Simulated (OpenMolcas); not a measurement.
# Cu²⁺ among point charges: CASSCF and CASPT2 levels and susceptibility

How does a field of 6 point charges split the states of Cu²⁺, and what χT follows?

The numbers are computed with OpenMolcas 26.06 (state-averaged CASSCF and CASPT2, spin-orbit coupling by RASSI with atomic mean-field integrals), except any that are marked as measured or tabulated.

**1. The system**

| Quantity | Value |
| --- | --- |
| Species | Cu²⁺ (copper, Z = 29, 27 electrons) |
| Basis | ANO-RCC-VDZP [5s4p2d1f], 34 functions |
| Scalar Hamiltonian | DKH2, point nucleus |
| Inactive shells | 1s 2s 2p 3s 3p |
| Active space | 9 electrons in 5 orbitals (3d) |
| Some configurations of this space | 3d9 |
| Orbitals | optimised for each spin and parity, averaged over all roots |

The outer shells:

3d9
```
3d [↑↓][↑↓][↑↓][↑↓][↑ ]
```

The ion sits among 6 point charges of -1.3 e arranged as a trigonal prism (D3h), 1.96 Å from the ion, with a polar angle of 49.6° against the regular 49.1°.

The work runs as a chain of OpenMolcas steps in one folder; each step below is one input file. Labels, J, g values, rates, χT and fits are worked out afterwards by a script from the matrices that RASSI stores.

**2. Basis and integrals**

The input, a.inp:

```
&GATEWAY
Coord
1

Cu 0.0 0.0 0.0
Basis=ANO-RCC-VDZP
Group=NoSym
NoMove
AngMom=0.0 0.0 0.0
AMFI
XField
6 Angstrom 0
1.492416 0.000000 1.270549 -1.300000
-0.746208 1.292470 1.270549 -1.300000
-0.746208 -1.292470 1.270549 -1.300000
1.492416 0.000000 -1.270549 -1.300000
-0.746208 1.292470 -1.270549 -1.300000
-0.746208 -1.292470 -1.270549 -1.300000
&SEWARD
```

Log:

```text
Basis set label: CU.ANO-RCC...5S4P2D1F.

      Electronic valence basis set:
      ------------------
      Associated Effective Charge  29.000000 au
      Associated Actual Charge     29.000000 au
      Nuclear Model: Point charge

      Shell  nPrim  nBasis  Cartesian Spherical Contaminant
         s      21       5        X
         p      15       4        X
         d      10       2                 X
         f       6       1                 X
                  Relativistic Douglas-Kroll-Hess integrals:
                    - DKH order of Hamiltonian: 2
                    - DKH order of Properties : 0
                  Atomic mean-field integrals
```

**3. CASSCF: doublets, 5 roots**

The input, a.inp:

```
&RASSCF
FileOrb=start.orb
Symmetry=1
Spin=2
nActEl=9 0 0
Inactive=9
Ras2=5
CIRoot=5 5 1
SDav=5
CIMx=300
Iter=120 100
PrWF=0.3
OrbListing=Nothing
MaxOrb=0
>>> COPY $Project.JobIph JOB001
```

start.orb holds the contracted functions of the basis, ordered by shell, or the orbitals of the step before.

Log, shortened:

```text
[...]
      Number of active orbitals                  5
[...]
      Spin quantum number                      0.5
[...]
      Active orbitals                            5
[...]
      Number of CSFs                             5
      Number of root(s) required                 5
[...]
      Convergence after 11 iterations
[...]
      Natural orbitals and occupation numbers for root  1
      sym 1:   2.000000   1.000000   2.000000   2.000000   2.000000
      Natural orbitals and occupation numbers for root  2
      sym 1:   2.000000   1.000000   2.000000   2.000000   2.000000
      Natural orbitals and occupation numbers for root  3
      sym 1:   1.000000   2.000000   2.000000   2.000000   2.000000
::    RASSCF root number  1 Total energy:  -1656.43237971
::    RASSCF root number  2 Total energy:  -1656.43237971
::    RASSCF root number  3 Total energy:  -1656.42685709
::    RASSCF root number  4 Total energy:  -1656.41667877
::    RASSCF root number  5 Total energy:  -1656.41667877
```

**4. State interaction with spin-orbit coupling**

The input, a.inp:

```
&RASSI
NrOfJobIphs=1 5
1 2 3 4 5
IphNames
JOB001
EJob
SpinOrbit
DIPRint=1.0
SOCoupling=1000.0
Subsets=2
Property=9
'ANGMOM' 1 'ANGMOM' 2 'ANGMOM' 3 'MLTPL  1' 1 'MLTPL  1' 2 'MLTPL  1' 3
'AMFI' 1 'AMFI' 2 'AMFI' 3
SOProperty=3
'ANGMOM' 1 'ANGMOM' 2 'ANGMOM' 3
```

Log, shortened:

```text
SPIN-FREE ENERGIES:
  (Shifted by EMIN (a.u.) =      -1656.4323797134)
 SF State       Relative EMIN(au)   Rel lowest level(eV)    D:o, cm**(-1)      L_eff
     1             0.0000000000        0.0000000000              0.0000         2.0
     2             0.0000000014        0.0000000376              0.0003         2.0
     3             0.0055226190        0.1502781199           1212.0748         2.0
     4             0.0157009476        0.4272445497           3445.9597         2.0
     5             0.0157009476        0.4272445497           3445.9597         2.0
     Dipole printing threshold changed to   1.00000000E+00
[...]
Eigenvalues of complex Hamiltonian:
   -----------------------------------
  (Shifted by EMIN (a.u.) =      -1656.4323797134)
 SO State       Relative EMIN(au)   Rel lowest level(eV)    D:o, cm**(-1)     J-value
     1            -0.0026292881        0.0000000000              0.0000         2.0
     2            -0.0026292881        0.0000000000              0.0000         2.0
     3            -0.0013226570        0.0355552434            286.7724         2.4
     4            -0.0013226570        0.0355552434            286.7724         2.4
     5             0.0088021208        0.3110644828           2508.9043         1.5
     6             0.0088021208        0.3110644828           2508.9043         1.5
     7             0.0119007480        0.3953824231           3188.9743         1.2
     8             0.0119007480        0.3953824231           3188.9743         1.2
     9             0.0201735920        0.6204979766           5004.6537         1.0
    10             0.0201735920        0.6204979766           5004.6537         1.0
Weights of the five most important spin-orbit-free states for each spin-orbit state.
[...]
```

Time for these steps: 1.7 s (1 thread, shared host).

Spin-free states, with their symmetry labels:

```
state  degeneracy  E (cm-1)  free-ion L (%)
   2E           2         0         D (100)
  2A1           1      1212         D (100)
   2E           2      3446         D (100)
```

With spin-orbit coupling:

```
E (cm-1)  Degeneracy  Label  2S+1               g
     0.0           2   E3/2     2  0.00 0.00 3.94
   286.8           2   E1/2     2  0.65 2.94 2.94
    2509           2   E1/2     2  0.94 0.94 1.35
    3189           2   E1/2     2  0.00 0.00 6.00
    5005           2   E3/2     2  0.00 0.00 2.05
```

Labels of spin-orbit levels are those of the rotation subgroup (D3 for D3h). Principal g values are given for doublets only; a zero marks a field direction without first-order Zeeman splitting.

Powder χT (cm³ K/mol): 0.49 at 2 K, 0.50 at 5 K, 0.52 at 10 K, 0.55 at 20 K, 0.66 at 50 K, 0.82 at 100 K, 0.94 at 150 K, 1.03 at 200 K, 1.09 at 250 K, 1.13 at 300 K.

Orbitals of the lowest block (energies include the constant potential of the surroundings):

```
shell     space  energy (hartree)  mean occupation  ⟨r²⟩ (bohr²)
   1s  inactive         -331.3415            2.000       0.00362
   2s  inactive          -40.5589            2.000        0.0646
   2p  inactive          -34.7029            6.000        0.0521
   3s  inactive           -4.0791            2.000         0.582
   3p  inactive           -2.2762            6.000         0.657
   3d      RAS2                              9.000          1.17
```

**5. CASPT2: IPEA 0.25, imaginary shift 0.1 (closed shells correlated: 3s 3p)**

The input, a.inp:

```
>>> COPY JOB001 $Project.JobIph
&CASPT2
Multistate=5 1 2 3 4 5
NoMult
Frozen=5
IPEA=0.25
Imaginary=0.1
MaxIter=60
WThr=0.0 0.3 0.05
PrWF=0.5
NoMix
```

Log:

```text
Orbital specifications:
      -----------------------

      Symmetry species                           1
                                                 a
      Frozen orbitals                            5
      Inactive orbitals                          4
      Active orbitals                            5
      Secondary orbitals                        20
      Deleted orbitals                           0
      Number of basis functions                 34
Type of calculation                        SS-CASPT2
      Fock operator                              state-specific
      IPEA shift                                 0.25
      Real shift                                 0.00
      Imaginary shift                            0.10
      The input orbitals will be transformed to quasi-canonical
Reference energy:       -1656.4323797134
      E2 (Non-variational):      -0.5274361713
      Shift correction:          -0.0001234171
      E2 (Variational):          -0.5275595885
      Total energy:           -1656.9599393019
      Residual norm:              0.0000000652
      Reference weight:           0.93147
      Contributions to the CASPT2 correlation energy
      Active & Virtual Only:         -0.3029160578
      One Inactive Excited:          -0.1750183354
      Two Inactive Excited:          -0.0495017781
Reference energy:       -1656.4323797120
      E2 (Non-variational):      -0.5274361217
      Shift correction:          -0.0001234156
      E2 (Variational):          -0.5275595373
      Total energy:           -1656.9599392493
      Residual norm:              0.0000000652
      Reference weight:           0.93147
      Contributions to the CASPT2 correlation energy
      Active & Virtual Only:         -0.3029160105
      One Inactive Excited:          -0.1750183332
      Two Inactive Excited:          -0.0495017780
::    CASPT2 Root  1     Total energy:  -1656.95993930
::    CASPT2 Root  2     Total energy:  -1656.95993925
::    CASPT2 Root  3     Total energy:  -1656.95299006
::    CASPT2 Root  4     Total energy:  -1656.94240946
::    CASPT2 Root  5     Total energy:  -1656.94266061
```

This run took 0.62 s in all on 1 thread, shared host.

SS-CASPT2: lowest energy less the reference's lowest, -0.5276 hartree; reference weights 0.931 to 0.932.

Spin-free states, with their symmetry labels:

```
state  degeneracy  E (cm-1)  free-ion L (%)
   2E           2         0         D (100)
  2A1           1      1525         D (100)
   2E           2      3820         D (100)
```

With spin-orbit coupling:

```tsv
E (cm-1)	Degeneracy	Label	2S+1	g
0	2	E3/2	2	0.00 0.00 3.95
370	2	E1/2	2	0.53 2.70 2.70
2720	2	E1/2	2	0.70 0.70 1.47
3550	2	E1/2	2	0.00 0.00 6.00
5360	2	E3/2	2	0.00 0.00 2.04
```

Powder χT (cm³ K/mol): 0.49 at 2 K, 0.50 at 5 K, 0.51 at 10 K, 0.54 at 20 K, 0.62 at 50 K, 0.74 at 100 K, 0.86 at 150 K, 0.94 at 200 K, 1.00 at 250 K, 1.05 at 300 K.

**6. The methods side by side**

A. CASSCF
B. SS-CASPT2, IPEA 0.25, imaginary shift 0.1 (closed shells correlated: 3s 3p)

```
method  ground state  first state of that spin (cm-1)  first gap with spin-orbit (cm-1)  χT at 300 K
     A            2E                         2A1 1212                             286.8         1.13
     B            2E                         2A1 1525                             368.7         1.05
```

**7. What came out**

```
                                            quantity                                                                        value
                                              method  SS-CASPT2, IPEA 0.25, imaginary shift 0.1 (closed shells correlated: 3s 3p)
                              spin-free ground state                                               2E, 2-fold in its orbital part
first state of the same spin within the active space                                                             2A1 at 1530 cm⁻¹
                                        lowest level                                            2-fold E3/2, g = 0.00, 0.00, 3.95
                                          next level                                                                   368.7 cm⁻¹
                                         χT at 300 K                                                               1.05 cm³ K/mol
                           effective moment at 300 K                                                                      2.90 μB
```

Cost by method:

```
                                              method  time of its own steps  time with the reference
                                           A. CASSCF                  1.7 s                    1.7 s
B. SS-CASPT2, IPEA 0.25, imaginary shift 0.1, +3s 3p                 0.62 s                    2.3 s
```

Times are of one thread on a shared host.

What this shows: The spin-free ground state (2E) comes to 100 % from free-ion D terms and keeps the highest spin of the shell. χT at 300 K is 1.05, against 0.38 cm³ K/mol for the spin alone, so orbital moment adds to it. CASPT2 does not keep the components of a term degenerate, and the means are used. The field of point charges can differ much from that of real complexes. Point charges carry no covalency, so the field is a model and not that of real ligands.
